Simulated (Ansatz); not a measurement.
# WS2 (2H (MoS2) bulk type): optics inputs, tried as typed

Does this optics input for WS2 (2H (MoS2) bulk type) end well? It is run as it stands.

Program: Ansatz 0.2.0. Level of theory: plane waves, PAW; settings as the input shows. These are calculated values, not measurements.

**1. The starting structure**

The structure is hexagonal, space group P6_3/mmc (No. 194). The conventional cell has a = 3.170 Å, b = 3.170 Å, c = 12.491 Å, α = 90.00°, β = 90.00°, γ = 120.00°. W (site symmetry -6m2) is surrounded by 6 S at 2.41 Å. S (site symmetry 3m) is surrounded by 3 W at 2.41 Å.

Coordinates:

```xyz
6
Lattice="3.1699 0.0000 0.0000 -1.5850 2.7453 0.0000 0.0000 0.0000 12.4911" Properties=species:S:1:pos:R:3 pbc="T T T"
W     0.0000    1.8302    3.1228
W     1.5850    0.9151    9.3683
S     1.5850    0.9151    4.6855
S     1.5850    0.9151    1.5600
S     0.0000    1.8302   10.9310
S     0.0000    1.8302    7.8056
```

The cell was relaxed beforehand with r2SCAN+rVV10; those runs aren't shown. No spin polarisation is used; should the compound be magnetic, its bands and low-energy spectrum would differ. No run includes spin-orbit coupling, which matters for W.

For scale, an earlier run with the standard settings (PBE, 9×9×2, gaussian width 0.1 eV, scissors 0 eV) gave ε∞ 14.37 (xx, yy), 8.88 (zz); tallest peak of ε₂: 16.8 at 2.75 eV.

**2. Try 1**

Input file input.yaml:

```yaml
crystal:
  lattice:
    - [3.1699463355, 0.0, 0.0]
    - [-1.5849731677, 2.7452540551, 0.0]
    - [0.0, 0.0, 12.4910704279]
  atoms:
    - { symbol: W, position: [0.3333333333, 0.6666666667, 0.25] }
    - { symbol: W, position: [0.6666666667, 0.3333333333, 0.75] }
    - { symbol: S, position: [0.6666666667, 0.3333333333, 0.3751079148] }
    - { symbol: S, position: [0.6666666667, 0.3333333333, 0.1248920852] }
    - { symbol: S, position: [0.3333333333, 0.6666666667, 0.8751079148] }
    - { symbol: S, position: [0.3333333333, 0.6666666667, 0.6248920852] }
kpoints:
  mp_grid: { grid: [6, 6, 2] }
hamiltonian:
  xc: pbesol
scf:
  occupations: { method: fixed }
output:
  optics:
    e_range: [0, 15]
    de: 0.2
    sigma: 0.25
    scissors: -4.0
    scheme: fermi_dirac
    bands: auto
```

The run is started by

```console
> ansatz run input.yaml --threads 4 --pin off --max-ram 5529MiB --backend cpu --events-out ev --progress --plain --runs-dir out
```

What it wrote:

```text
Warning: RAYON_NUM_THREADS=4 ignored (pool sized by the plan → 4); use --threads N
Engine: ansatz 0.2.0, aarch64-unknown-linux-gnu
Pseudopotentials: kind: paw
Pseudopotential: W, paw, valence charge 14, recommended cutoff 420 eV (normal), W.paw.azcp
Pseudopotential: S, paw, valence charge 6, recommended cutoff 420 eV (normal), S.paw.azcp
Functional definition: PBEsol
  exchange = pbesol_x
  correlation = pbesol_c
Crystal: 6 atoms, lattice volume = 108.701 Å³
Basis set: ecut = 420 eV, 2105 PW (Γ)
Bands: 32, of which v1, the nominal top of the filled ones, is band 26 counted from 1 (25 counted from 0)
Symmetry: 24 space group operations
Space group: P63/mmc (ITA 194), of the structure as read, at distance tolerance 4.8e-5 Å
k-points: 14 of 72
Non-local potential: W, projectors of the file, l = 0: 3, l = 1: 2, l = 2: 2, l = 3: 1
Non-local potential: S, projectors of the file, l = 0: 2, l = 1: 2, l = 2: 2
PAW form: soft (Blöchl's): semilocal exchange-correlation on the pseudo side does not see the compensation charge
PAW frozen core: W, regenerated for the run's functional, and the local potential with it (the file was generated under x = pbe(κ = 0.804, μ = 0.2195149727645171), c = pbe(β = 0.06672455060314922))
PAW frozen core: S, regenerated for the run's functional, and the local potential with it (the file was generated under x = pbe(κ = 0.804, μ = 0.2195149727645171), c = pbe(β = 0.06672455060314922))
PAW one-centre angular grid: W, 590 points (default); XC on 64 Gauss nodes
PAW one-centre angular grid: S, 110 points (default); XC on 64 Gauss nodes
Initial density: superposition of atomic densities (neutral atoms: chi_scale 0, normalization atom), corrected by the library's trained network
Initial wavefunctions: pseudopotential atomic-orbital guess
Functional: x = pbesol(κ = 0.804, μ = 0.12345679012345678), c = pbesol(β = 0.046)
SCF iter   1: F=—  HF=-24058.156494 eV  |F-HF|=—  |Δ(HF+E_count)|=         —  Δρ=8.41e-3  dr2=1.31e-1  ethr=1.77e-3  ⟨swp⟩=5.0  Hψ=1796  notcnv=0  defer=39
preconditioner: auto → Resta (q_TF=auto, 2.413 Å⁻¹)  ε∞=7.5  [insulator: Δε(μ)=1.001 eV  Ē_g=8.352 eV  n_scr=26 (ndim 8)  ℏωp=21.4 eV  f_vac=0.024  ε∞_Penn≈7.5]
SCF iter   2: F=—  HF=-24058.140530 eV  |F-HF|=—  |Δ(HF+E_count)|=   1.60e-2  Δρ=3.14e-3  dr2=5.72e-3  ethr=2.52e-4  ⟨swp⟩=2.1  Hψ=644  notcnv=0  defer=50
SCF iter   3: F=—  HF=-24058.141772 eV  |F-HF|=—  |Δ(HF+E_count)|=   1.24e-3  Δρ=1.77e-3  dr2=1.75e-3  ethr=1.10e-5  ⟨swp⟩=2.1  Hψ=607  notcnv=0  defer=54
SCF iter   4: F=—  HF=-24058.142453 eV  |F-HF|=—  |Δ(HF+E_count)|=   6.81e-4  Δρ=6.58e-4  dr2=2.59e-4  ethr=3.37e-6  ⟨swp⟩=2.5  Hψ=676  notcnv=0  defer=54
SCF iter   5: F=—  HF=-24058.142574 eV  |F-HF|=—  |Δ(HF+E_count)|=   1.21e-4  Δρ=1.22e-4  dr2=1.35e-5  ethr=4.97e-7  ⟨swp⟩=2.3  Hψ=631  notcnv=0  defer=30
SCF iter   6: F=—  HF=-24058.142582 eV  |F-HF|=—  |Δ(HF+E_count)|=   7.73e-6  Δρ=1.40e-5  dr2=3.21e-7  ethr=2.60e-8  ⟨swp⟩=2.1  Hψ=676  notcnv=0  defer=20
SCF iter   7: F=—  HF=-24058.142584 eV  |F-HF|=—  |Δ(HF+E_count)|=   2.73e-6  Δρ=2.16e-6  dr2=5.74e-9  ethr=6.18e-10  ⟨swp⟩=2.1  Hψ=683  notcnv=0  defer=20
SCF iter   8: F=—  HF=-24058.142584 eV  |F-HF|=—  |Δ(HF+E_count)|=   8.17e-9  Δρ=3.31e-7  dr2=1.18e-10  ethr=1.10e-11  ⟨swp⟩=2.0  Hψ=740  notcnv=0  defer=20
SCF iter   9: F=-24058.142584 eV  HF=-24058.142584 eV  |F-HF|=7.28e-12  |Δ(HF+E_count)|=  2.55e-10  Δρ=6.47e-8  dr2=5.86e-12  ethr=1.00e-12  ⟨swp⟩=9.4  Hψ=1724  notcnv=0
SCF 1 converged in 9 iterations: F = -24058.142584 eV  dr2 = 5.86e-12
NSCF: frozen V_eff on 14 k-points
WARN: output.optics: the band pass at 139 bands failed: optics analysis refused: output.optics.scissors = -4 eV cannot be applied: the least direct gap is 1.756277 eV, at k = (0.333333, 0.333333, 0.000000) in fractional coordinates (k-point 12, solve channel 0, both counted from 0), and the shift would move that transition to zero photon energy or below. Give a shift above -1.756277 eV, or none. The run goes on with spectra that are summed over 32 bands without it; where that sum gives spectra that were to be completed, the notice optics_band_completion says what they give
WARN: output.optics: not made: optics analysis refused: output.optics.scissors = -4 eV cannot be applied: the least direct gap is 1.756277 eV, at k = (0.333333, 0.333333, 0.000000) in fractional coordinates (k-point 12, solve channel 0, both counted from 0), and the shift would move that transition to zero photon energy or below. Give a shift above -1.756277 eV, or none. The run goes on to what it still can, and will not end as completed
SCF converged after 9 iterations
Free energy (F): -24058.142584 eV
Harris-Foulkes:  -24058.142584 eV  (|F-HF|=7.28e-12)
Internal energy: -24058.142584 eV  (E = F + TS)
E sigma→0 (E₀):  -24058.142584 eV
Fermi energy:    11.262308 eV
--- Per-component energies (eV) ---
  E_band       = -395.361301
  E_kinetic    = 1331.889677
  E_local      = -3639.511337  (includes V_loc(G=0)·N_el)
  E_nonlocal   = 120.598884
  E_hartree    = 1447.786546
  E_xc         = -916.780957
  E_vxc        = -829.182573  (∫ρ·V_xc dr)
  E_paw        = -19208.943835  (= ΣΔE_a)
  E_vpaw       = -274.728913  (= ΣTr[D̂ρ^β])
  E_aug_tail   = -0.000135  (compensation charges beyond the density's cutoff)
  E_ewald      = -3193.872809
  E_core_change = 0.691382  (= ΣΔE_core)
  E_smearing   = -0.000000  (= −TS)
  E_closure    = 0.000000  (closes the sum)
  Σ components = -24058.142584   (vs F -24058.142584, Δ=0.00e0)
--- Band table (eV; the first three rows and the last of 14) ---
  k-point 0: bands = ["-63.2485", "-63.2485", "-27.5454", "-27.5453", "-27.3711", "-27.3711", "-27.3711", "-27.3711", "-4.2945", "-4.1056", "-2.7001", "-2.3322", "3.7198", "4.6575", "7.5470", "7.7350", "7.7350", "7.7461", "7.7461", "8.9818", "8.9818", "9.0243", "9.0243", "9.7088", "10.1087", "11.2623", "13.5380", "13.5380", "13.5454", "13.5454", "13.6528", "13.6528"]
  k-point 1: bands = ["-63.2485", "-63.2485", "-27.5454", "-27.5454", "-27.3711", "-27.3711", "-27.3711", "-27.3711", "-4.2086", "-4.2086", "-2.5106", "-2.5106", "4.1307", "4.1307", "7.7405", "7.7405", "7.7405", "7.7405", "8.4268", "8.4268", "9.0030", "9.0030", "9.0030", "9.0030", "10.9491", "10.9491", "13.5350", "13.5350", "13.5350", "13.5350", "13.7366", "13.7366"]
  k-point 2: bands = ["-63.2440", "-63.2440", "-27.5291", "-27.5290", "-27.4609", "-27.4609", "-27.3920", "-27.3920", "-3.8418", "-3.6546", "-2.5137", "-2.1899", "4.2398", "5.1603", "6.7197", "6.7713", "6.9127", "7.7496", "8.1589", "8.1896", "8.3648", "8.4193", "8.9582", "9.8094", "10.0487", "10.4490", "12.8258", "13.2910", "13.3673", "13.4895", "13.5046", "13.6584"]
  k-point 13: bands = ["-63.2283", "-63.2283", "-27.6342", "-27.6342", "-27.5985", "-27.5985", "-27.4716", "-27.4716", "-1.6861", "-1.6861", "-1.5825", "-1.5825", "4.7655", "4.7655", "5.1814", "5.1814", "6.0704", "6.0704", "6.5707", "6.5707", "7.4790", "7.4790", "8.2369", "8.2369", "10.6015", "10.6015", "12.4573", "12.4573", "13.8620", "13.8620", "14.6806", "14.6806"]
Error: optics analysis refused: output.optics.scissors = -4 eV cannot be applied: the least direct gap is 1.756277 eV, at k = (0.333333, 0.333333, 0.000000) in fractional coordinates (k-point 12, solve channel 0, both counted from 0), and the shift would move that transition to zero photon energy or below. Give a shift above -1.756277 eV, or none
```

It took 4.9 s on 4 threads of Arm Neoverse V1, shared host; peak memory 0.58 GiB.

Diagnosis: The run stopped with an error. The scissors shift is negative and larger than the gap. Cure: use a shift that opens the gap, or none.

**3. Summary**

| try | settings | ended | fault | time |
| --- | --- | --- | --- | --- |
| 1 | PBEsol, 6×6×2, fermi-dirac width 0.25 eV, scissors -4 eV | stopped by an error | the scissors shift is negative and larger than the gap | 4.9 s |

1 stopped by an error. No run passed without a fault or warning, so no result is quoted.

These are semilocal Kohn-Sham gaps, which aren't the measured quantity. Such gaps usually fall short of the measured ones.
